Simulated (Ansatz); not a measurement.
# Si₂H₄Cl₂ + H₂O + H₂O: a complex and its separated parts, part 2 of 3

Ansatz 0.2.0, Gaussian basis. The steps go on from the part before.

### 10 PBE0-D4/def2-TZVPP

The inputs:

parta/in.yaml

```yaml
crystal:
  periodic: [false, false, false]
  atoms:
    - {symbol: Si, position_ang: [-0.694684, 1.463983, -0.655939]}
    - {symbol: Si, position_ang: [0.090813, -0.412991, -1.802789]}
    - {symbol: Cl, position_ang: [-1.400601, 2.832946, -2.012811]}
    - {symbol: Cl, position_ang: [-2.223658, 0.897130, 0.590818]}
    - {symbol: H, position_ang: [0.313065, 2.157494, 0.178221]}
    - {symbol: H, position_ang: [-1.030697, -0.987689, -2.587703]}
    - {symbol: H, position_ang: [0.591711, -1.412433, -0.823697]}
    - {symbol: H, position_ang: [1.193302, -0.006546, -2.712577]}
basis:
  gaussian: {orbitals: def2-TZVPP}
hamiltonian: {xc: pbe0, dispersion: d4}
output: {orbitals: {seedname: orbitals}}
```

partb/in.yaml

```yaml
crystal:
  periodic: [false, false, false]
  atoms:
    - {symbol: H, position_ang: [1.041515, -0.482541, 1.366355]}
    - {symbol: O, position_ang: [1.407456, 0.124917, 0.719921]}
    - {symbol: H, position_ang: [1.967567, 0.718546, 1.224510]}
basis:
  gaussian: {orbitals: def2-TZVPP}
hamiltonian: {xc: pbe0, dispersion: d4}
output: {orbitals: {seedname: orbitals}}
```

partc/in.yaml

```yaml
crystal:
  periodic: [false, false, false]
  atoms:
    - {symbol: H, position_ang: [-0.250002, -2.392247, 2.073193]}
    - {symbol: O, position_ang: [-0.103059, -1.484141, 2.346226]}
    - {symbol: H, position_ang: [-0.902630, -1.016227, 2.096170]}
basis:
  gaussian: {orbitals: def2-TZVPP}
hamiltonian: {xc: pbe0, dispersion: d4}
output: {orbitals: {seedname: orbitals}}
```

The same command starts each run, in its folder.

Command:

```console
$ ansatz run in.yaml --threads 5 --pin off --events-out ev --progress --plain --max-ram 66560MiB --backend cpu
```

parta printed, cut to the lines that bear on the results:

```text
Functional definition: PBE0
  name "PBE0"
  cite "Adamo & Barone, J. Chem. Phys. 110, 6158 (1999) doi:10.1063/1.478522"
  cite "Perdew, Burke & Ernzerhof, Phys. Rev. Lett. 77, 3865 (1996) doi:10.1103/PhysRevLett.77.3865"
  parent pbe
[...]
1468 factors; their error is unknown
[...]
mean field -40854.78113198 eV, -1501.3855142350 hartree, gradient 6.8e-5 eV, S^2 0.000000; 0 other end points of the search recorded, 0 dependent functions left out
reference -40854.78116657 eV, -1501.3855155063 hartree; 33, 33 occupied and 191, 191 virtual orbitals, 1468 factors
Total energy: -40854.98739432 eV, -1501.3930942363 hartree
```

Output in partb, cut to the lines that bear on the results:

```text
[... 5 set-up lines as earlier in the session ...]
[...]
269 factors; their error is unknown
[...]
mean field -2078.42781525 eV, -76.3808134014 hartree, gradient 1.2e-5 eV, S^2 0.000000; 0 other end points of the search recorded, 0 dependent functions left out
reference -2078.42782975 eV, -76.3808139343 hartree; 5, 5 occupied and 54, 54 virtual orbitals, 269 factors
Total energy: -2078.43208544 eV, -76.3809703279 hartree
```

Log of partc, cut to the lines that bear on the results:

```text
[... 5 set-up lines as earlier in the session ...]
[...]
269 factors; their error is unknown
[...]
mean field -2078.42782105 eV, -76.3808136145 hartree, gradient 1.2e-5 eV, S^2 0.000000; 0 other end points of the search recorded, 0 dependent functions left out
reference -2078.42783555 eV, -76.3808141475 hartree; 5, 5 occupied and 54, 54 virtual orbitals, 269 factors
Total energy: -2078.43209138 eV, -76.3809705462 hartree
```

They took 2 s (parta), 0.2 s (partb), 0.2 s (partc) on 5 threads of AMD EPYC 7R13, shared host.

### 11 B3LYP-D4/def2-TZVPP

The same edit goes into each in.yaml of step 10 (parta, partb, partc):

```diff
-hamiltonian: {xc: pbe0, dispersion: d4}
-output: {orbitals: {seedname: orbitals}}
+hamiltonian: {xc: {name: B3LYP}, dispersion: d4}
```

Each run has its own folder and the same command.

Command:

```console
$ ansatz run in.yaml --threads 5 --pin off --events-out ev --progress --plain --max-ram 66560MiB --backend cpu
```

Log of parta, cut to the lines that bear on the results:

```text
Functional definition: B3LYP
  name "B3LYP"
  cite "Stephens, Devlin, Chabalowski & Frisch, J. Phys. Chem. 98, 11623 (1994) doi:10.1021/j100096a001"
[... 2 set-up lines as earlier in the session ...]
  cite "Vosko, Wilk & Nusair, Can. J. Phys. 58, 1200 (1980) doi:10.1139/p80-159"
[...]
1444 factors; their error is unknown
[...]
mean field -40871.68389342 eV, -1502.0066792609 hartree, gradient 7.3e-5 eV, S^2 0.000000; 0 other end points of the search recorded, 0 dependent functions left out
reference -40871.68419595 eV, -1502.0066903787 hartree; 33, 33 occupied and 191, 191 virtual orbitals, 1444 factors
Total energy: -40872.07727391 eV, -1502.0211357272 hartree
```

Output in partb, cut to the lines that bear on the results:

```text
[... 6 set-up lines as earlier in the session ...]
[...]
269 factors; their error is unknown
[...]
mean field -2080.76395564 eV, -76.4666649773 hartree, gradient 1.1e-5 eV, S^2 0.000000; 0 other end points of the search recorded, 0 dependent functions left out
reference -2080.76409400 eV, -76.4666700618 hartree; 5, 5 occupied and 54, 54 virtual orbitals, 269 factors
Total energy: -2080.77251978 eV, -76.4669797036 hartree
```

Log of partc, cut to the lines that bear on the results:

```text
[... 6 set-up lines as earlier in the session ...]
[...]
269 factors; their error is unknown
[...]
mean field -2080.76395965 eV, -76.4666651245 hartree, gradient 1.1e-5 eV, S^2 0.000000; 0 other end points of the search recorded, 0 dependent functions left out
reference -2080.76409801 eV, -76.4666702092 hartree; 5, 5 occupied and 54, 54 virtual orbitals, 269 factors
Total energy: -2080.77252406 eV, -76.4669798610 hartree
```

They took 1.8 s (parta), 0.2 s (partb), 0.2 s (partc) on 5 threads of AMD EPYC 7R13, shared host.

### 12 r2SCAN0-D4/def2-TZVPP

Each input of step 11 (parta, partb, partc) changes in the same lines:

```diff
-hamiltonian: {xc: {name: B3LYP}, dispersion: d4}
+hamiltonian: {xc: {name: r2SCAN0}, dispersion: d4}
```

One command serves all of them, each in its own folder.

Command:

```console
$ ansatz run in.yaml --threads 5 --pin off --events-out ev --progress --plain --max-ram 66560MiB --backend cpu
```

Output in parta, cut to the lines that bear on the results:

```text
Functional definition: r2SCAN0
  name "r2SCAN0"
  cite "Bursch, Neugebauer, Ehlert & Grimme, J. Chem. Phys. 156, 134105 (2022) doi:10.1063/5.0086040"
[... 3 set-up lines as earlier in the session ...]
[...]
1468 factors; their error is unknown
[...]
mean field -40866.26263513 eV, -1501.8074516935 hartree, gradient 7.0e-5 eV, S^2 0.000000; 0 other end points of the search recorded, 0 dependent functions left out
reference -40866.26264544 eV, -1501.8074520721 hartree; 33, 33 occupied and 191, 191 virtual orbitals, 1468 factors
Total energy: -40866.33106608 eV, -1501.8099664843 hartree
```

Log of partb, cut to the lines that bear on the results:

```text
[... 6 set-up lines as earlier in the session ...]
[...]
269 factors; their error is unknown
[...]
mean field -2079.27470837 eV, -76.4119361496 hartree, gradient 2.0e-5 eV, S^2 0.000000; 0 other end points of the search recorded, 0 dependent functions left out
reference -2079.27471247 eV, -76.4119363003 hartree; 5, 5 occupied and 54, 54 virtual orbitals, 269 factors
Total energy: -2079.27611658 eV, -76.4119879003 hartree
```

partc printed, cut to the lines that bear on the results:

```text
[... 6 set-up lines as earlier in the session ...]
[...]
269 factors; their error is unknown
[...]
mean field -2079.27470738 eV, -76.4119361133 hartree, gradient 2.0e-5 eV, S^2 0.000000; 0 other end points of the search recorded, 0 dependent functions left out
reference -2079.27471148 eV, -76.4119362640 hartree; 5, 5 occupied and 54, 54 virtual orbitals, 269 factors
Total energy: -2079.27611564 eV, -76.4119878657 hartree
```

They took 2.7 s (parta), 0.35 s (partb), 0.3 s (partc) on 5 threads of AMD EPYC 7R13, shared host.

### 13 BHLYP-D4/def2-TZVPP

Each input of step 12 (parta, partb, partc) changes in the same lines:

```diff
-hamiltonian: {xc: {name: r2SCAN0}, dispersion: d4}
+hamiltonian: {xc: {name: BHLYP}, dispersion: d4}
```

Each run has its own folder and the same command.

Command:

```console
$ ansatz run in.yaml --threads 5 --pin off --events-out ev --progress --plain --max-ram 66560MiB --backend cpu
```

parta printed, cut to the lines that bear on the results:

```text
Functional definition: BHLYP
  name "BHLYP"
  cite "Becke, J. Chem. Phys. 98, 1372 (1993) doi:10.1063/1.464304"
[... 2 set-up lines as earlier in the session ...]
[...]
1544 factors; their error is unknown
[...]
mean field -40869.71306986 eV, -1501.9342528310 hartree, gradient 5.6e-5 eV, S^2 0.000000; 0 other end points of the search recorded, 0 dependent functions left out
reference -40869.71327646 eV, -1501.9342604231 hartree; 33, 33 occupied and 191, 191 virtual orbitals, 1544 factors
Total energy: -40870.05594868 eV, -1501.9468533951 hartree
```

partb printed, cut to the lines that bear on the results:

```text
[... 5 set-up lines as earlier in the session ...]
[...]
295 factors; their error is unknown
[...]
mean field -2079.57892816 eV, -76.4231160206 hartree, gradient 2.0e-5 eV, S^2 0.000000; 0 other end points of the search recorded, 0 dependent functions left out
reference -2079.57901895 eV, -76.4231193570 hartree; 5, 5 occupied and 54, 54 virtual orbitals, 295 factors
Total energy: -2079.58397060 eV, -76.4233013269 hartree
```

Output in partc, cut to the lines that bear on the results:

```text
[... 5 set-up lines as earlier in the session ...]
[...]
295 factors; their error is unknown
[...]
mean field -2079.57890877 eV, -76.4231153080 hartree, gradient 2.0e-5 eV, S^2 0.000000; 0 other end points of the search recorded, 0 dependent functions left out
reference -2079.57899956 eV, -76.4231186446 hartree; 5, 5 occupied and 54, 54 virtual orbitals, 295 factors
Total energy: -2079.58395137 eV, -76.4233006202 hartree
```

They took 1.7 s (parta), 0.2 s (partb), 0.2 s (partc) on 5 threads of AMD EPYC 7R13, shared host.

### 14 CAM-B3LYP-D4/def2-TZVPP

The same edit goes into each in.yaml of step 13 (parta, partb, partc):

```diff
-hamiltonian: {xc: {name: BHLYP}, dispersion: d4}
+hamiltonian: {xc: {name: CAM-B3LYP}, dispersion: d4}
```

One command serves all of them, each in its own folder.

Command:

```console
$ ansatz run in.yaml --threads 5 --pin off --events-out ev --progress --plain --max-ram 66560MiB --backend cpu
```

parta printed, cut to the lines that bear on the results:

```text
Functional definition: CAM-B3LYP
  name "CAM-B3LYP"
  cite "Yanai, Tew & Handy, Chem. Phys. Lett. 393, 51 (2004) doi:10.1016/j.cplett.2004.06.011"
  cite "Iikura, Tsuneda, Yanai & Hirao, J. Chem. Phys. 115, 3540 (2001) doi:10.1063/1.1383587"
[... 2 set-up lines as earlier in the session ...]
[...]
1444 factors; their error is unknown
300 factors; integrals over basis functions are off by at most 1.4e-5 eV
[...]
mean field -40870.68537880 eV, -1501.9699845253 hartree, gradient 5.5e-5 eV, S^2 0.000000; 0 other end points of the search recorded, 0 dependent functions left out
reference -40870.68552613 eV, -1501.9699899395 hartree; 33, 33 occupied and 191, 191 virtual orbitals, 1444 factors
Total energy: -40870.90066835 eV, -1501.9778962704 hartree
```

Log of partb, cut to the lines that bear on the results:

```text
[... 6 set-up lines as earlier in the session ...]
[...]
  # Exact exchange under (alpha + beta erf(omega r))/r, Becke's under what is left of 1/r.
[...]
269 factors; their error is unknown
72 factors; integrals over basis functions are off by at most 1.8e-5 eV
[...]
mean field -2079.99969077 eV, -76.4385787615 hartree, gradient 1.0e-5 eV, S^2 0.000000; 0 other end points of the search recorded, 0 dependent functions left out
reference -2079.99975820 eV, -76.4385812394 hartree; 5, 5 occupied and 54, 54 virtual orbitals, 269 factors
Total energy: -2080.00382403 eV, -76.4387306558 hartree
```

partc printed, cut to the lines that bear on the results:

```text
[... 6 set-up lines as earlier in the session ...]
[...]
  # Exact exchange under (alpha + beta erf(omega r))/r, Becke's under what is left of 1/r.
[...]
269 factors; their error is unknown
72 factors; integrals over basis functions are off by at most 1.6e-5 eV
[...]
mean field -2079.99968536 eV, -76.4385785625 hartree, gradient 1.1e-5 eV, S^2 0.000000; 0 other end points of the search recorded, 0 dependent functions left out
reference -2079.99975279 eV, -76.4385810405 hartree; 5, 5 occupied and 54, 54 virtual orbitals, 269 factors
Total energy: -2080.00381875 eV, -76.4387304617 hartree
```

Wall times: 2.2 s (parta), 0.25 s (partb), 0.25 s (partc) on 5 threads of AMD EPYC 7R13, shared host.

### 15 wB97X-V/def2-TZVPP

The same edit goes into each in.yaml of step 14 (parta, partb, partc):

```diff
-hamiltonian: {xc: {name: CAM-B3LYP}, dispersion: d4}
+hamiltonian: {xc: {name: wB97X-V}}
```

Each run has its own folder and the same command.

Command:

```console
$ ansatz run in.yaml --threads 5 --pin off --events-out ev --progress --plain --max-ram 66560MiB --backend cpu
```

parta printed, cut to the lines that bear on the results:

```text
Functional definition: wB97X-V
  name "wB97X-V"
  cite "Mardirossian & Head-Gordon, Phys. Chem. Chem. Phys. 16, 9904 (2014) doi:10.1039/C3CP54374A"
[... 2 set-up lines as earlier in the session ...]
[...]
      + integral(e_c_pw_opposite_spin*poly(b97_u_opposite, cos0, cos1)) + vv10(b, c)
1438 factors; their error is unknown
270 factors; integrals over basis functions are off by at most 2.2e-5 eV
[...]
mean field -40863.54730288 eV, -1501.7076650735 hartree, gradient 2.0e-5 eV, S^2 0.000000; 0 other end points of the search recorded, 0 dependent functions left out
reference -40863.54730072 eV, -1501.7076649943 hartree; 33, 33 occupied and 191, 191 virtual orbitals, 1438 factors
Total energy: -40863.54730072 eV, -1501.7076649943 hartree
```

Log of partb, cut to the lines that bear on the results:

```text
[... 5 set-up lines as earlier in the session ...]
[...]
      + integral(e_c_pw_opposite_spin*poly(b97_u_opposite, cos0, cos1)) + vv10(b, c)
269 factors; their error is unknown
69 factors; integrals over basis functions are off by at most 2.2e-5 eV
[...]
mean field -2079.88766774 eV, -76.4344619911 hartree, gradient 2.1e-5 eV, S^2 0.000000; 0 other end points of the search recorded, 0 dependent functions left out
reference -2079.88766685 eV, -76.4344619582 hartree; 5, 5 occupied and 54, 54 virtual orbitals, 269 factors
Total energy: -2079.88766685 eV, -76.4344619582 hartree
```

Output in partc, cut to the lines that bear on the results:

```text
[... 5 set-up lines as earlier in the session ...]
[...]
      + integral(e_c_pw_opposite_spin*poly(b97_u_opposite, cos0, cos1)) + vv10(b, c)
269 factors; their error is unknown
69 factors; integrals over basis functions are off by at most 2.2e-5 eV
[...]
mean field -2079.88767204 eV, -76.4344621489 hartree, gradient 2.2e-5 eV, S^2 0.000000; 0 other end points of the search recorded, 0 dependent functions left out
reference -2079.88767114 eV, -76.4344621159 hartree; 5, 5 occupied and 54, 54 virtual orbitals, 269 factors
Total energy: -2079.88767114 eV, -76.4344621159 hartree
```

They took 4.1 s (parta), 0.35 s (partb), 0.3 s (partc) on 5 threads of AMD EPYC 7R13, shared host.

### 16 wB97M-V/def2-TZVPP

The same edit goes into each in.yaml of step 15 (parta, partb, partc):

```diff
-hamiltonian: {xc: {name: wB97X-V}}
+hamiltonian: {xc: {name: wB97M-V}}
```

One command serves all of them, each in its own folder.

Command:

```console
$ ansatz run in.yaml --threads 5 --pin off --events-out ev --progress --plain --max-ram 66560MiB --backend cpu
```

parta printed, cut to the lines that bear on the results:

```text
Functional definition: wB97M-V
  name "wB97M-V"
  cite "Mardirossian & Head-Gordon, J. Chem. Phys. 144, 214110 (2016) doi:10.1063/1.4952647"
[... 2 set-up lines as earlier in the session ...]
  # Of w^i u^j: cxij and so on, Table III.
[...]
  gx(w, u) = 1 - cx + cx01*u + cx10*w
[...]
      + integral(e_c_pw_mod_opposite_spin*gos(b97_w_opposite, b97_u_opposite)) + vv10(b, c)
1438 factors; their error is unknown
270 factors; integrals over basis functions are off by at most 2.2e-5 eV
[...]
mean field -40867.07133459 eV, -1501.8371708503 hartree, gradient 6.0e-5 eV, S^2 0.000000; 0 other end points of the search recorded, 0 dependent functions left out
reference -40867.07138696 eV, -1501.8371727750 hartree; 33, 33 occupied and 191, 191 virtual orbitals, 1438 factors
Total energy: -40867.07138696 eV, -1501.8371727750 hartree
```

partb printed, cut to the lines that bear on the results:

```text
[... 5 set-up lines as earlier in the session ...]
  # Of w^i u^j: cxij and so on, Table III.
[...]
  gx(w, u) = 1 - cx + cx01*u + cx10*w
[...]
      + integral(e_c_pw_mod_opposite_spin*gos(b97_w_opposite, b97_u_opposite)) + vv10(b, c)
269 factors; their error is unknown
69 factors; integrals over basis functions are off by at most 2.2e-5 eV
[...]
mean field -2079.85937556 eV, -76.4334222727 hartree, gradient 2.9e-5 eV, S^2 0.000000; 0 other end points of the search recorded, 0 dependent functions left out
reference -2079.85939757 eV, -76.4334230815 hartree; 5, 5 occupied and 54, 54 virtual orbitals, 269 factors
Total energy: -2079.85939757 eV, -76.4334230815 hartree
```

Log of partc, cut to the lines that bear on the results:

```text
[... 5 set-up lines as earlier in the session ...]
  # Of w^i u^j: cxij and so on, Table III.
[...]
  gx(w, u) = 1 - cx + cx01*u + cx10*w
[...]
      + integral(e_c_pw_mod_opposite_spin*gos(b97_w_opposite, b97_u_opposite)) + vv10(b, c)
269 factors; their error is unknown
69 factors; integrals over basis functions are off by at most 2.2e-5 eV
[...]
mean field -2079.85938232 eV, -76.4334225211 hartree, gradient 2.9e-5 eV, S^2 0.000000; 0 other end points of the search recorded, 0 dependent functions left out
reference -2079.85940433 eV, -76.4334233299 hartree; 5, 5 occupied and 54, 54 virtual orbitals, 269 factors
Total energy: -2079.85940433 eV, -76.4334233299 hartree
```

They took 4.5 s (parta), 0.35 s (partb), 0.3 s (partc) on 5 threads of AMD EPYC 7R13, shared host.

### 17 B2PLYP/def2-TZVPP

The same edit goes into each in.yaml of step 16 (parta, partb, partc):

```diff
-hamiltonian: {xc: {name: wB97M-V}}
+hamiltonian: {xc: {name: B2PLYP}}
```

One command serves all of them, each in its own folder.

Command:

```console
$ ansatz run in.yaml --threads 5 --pin off --events-out ev --progress --plain --max-ram 66560MiB --backend cpu
```

Output in parta, cut to the lines that bear on the results:

```text
Functional definition: B2PLYP
  name "B2PLYP"
  cite "Grimme, J. Chem. Phys. 124, 034108 (2006) doi:10.1063/1.2148954"
[... 2 set-up lines as earlier in the session ...]
[...]
1289 factors; integrals over basis functions are off by at most 6.3e-4 eV
[...]
mean field -40850.34146255 eV, -1501.2223593929 hartree, gradient 4.0e-6 eV, S^2 0.000000; 0 other end points of the search recorded, 0 dependent functions left out
20 core orbitals not correlated: weight in the atoms' cores, before any rotation towards them, 1.000 or more for the frozen orbitals, at most 0.000 for the correlated occupied ones
reference -40850.34165550 eV, -1501.2223664837 hartree; 13, 13 occupied and 191, 191 virtual orbitals, 1289 factors
second order -20.77329567 eV of doubles, -0.00000000 eV of singles
Total energy: -40855.95044533 eV, -1501.4284857082 hartree
```

Output in partb, cut to the lines that bear on the results:

```text
[... 5 set-up lines as earlier in the session ...]
[...]
361 factors; integrals over basis functions are off by at most 7.6e-4 eV
[...]
mean field -2077.03829887 eV, -76.3297496165 hartree, gradient 8.6e-7 eV, S^2 0.000000; 0 other end points of the search recorded, 0 dependent functions left out
1 core orbitals not correlated: weight in the atoms' cores, before any rotation towards them, 1.000 or more for the frozen orbitals, at most 0.000 for the correlated occupied ones
reference -2077.03838390 eV, -76.3297527410 hartree; 4, 4 occupied and 54, 54 virtual orbitals, 361 factors
second order -8.41861783 eV of doubles, -0.00000000 eV of singles
Total energy: -2079.31141071 eV, -76.4132849356 hartree
```

Output in partc, cut to the lines that bear on the results:

```text
[... 5 set-up lines as earlier in the session ...]
[...]
361 factors; integrals over basis functions are off by at most 7.6e-4 eV
[...]
mean field -2077.03828099 eV, -76.3297489592 hartree, gradient 8.4e-7 eV, S^2 0.000000; 0 other end points of the search recorded, 0 dependent functions left out
1 core orbitals not correlated: weight in the atoms' cores, before any rotation towards them, 1.000 or more for the frozen orbitals, at most 0.000 for the correlated occupied ones
reference -2077.03836601 eV, -76.3297520839 hartree; 4, 4 occupied and 54, 54 virtual orbitals, 361 factors
second order -8.41872026 eV of doubles, -0.00000000 eV of singles
Total energy: -2079.31142048 eV, -76.4132852949 hartree
```

Times: 2.9 s (parta), 0.25 s (partb), 0.25 s (partc) on 5 threads of AMD EPYC 7R13, shared host.

(Continued in part 3 of 3.)
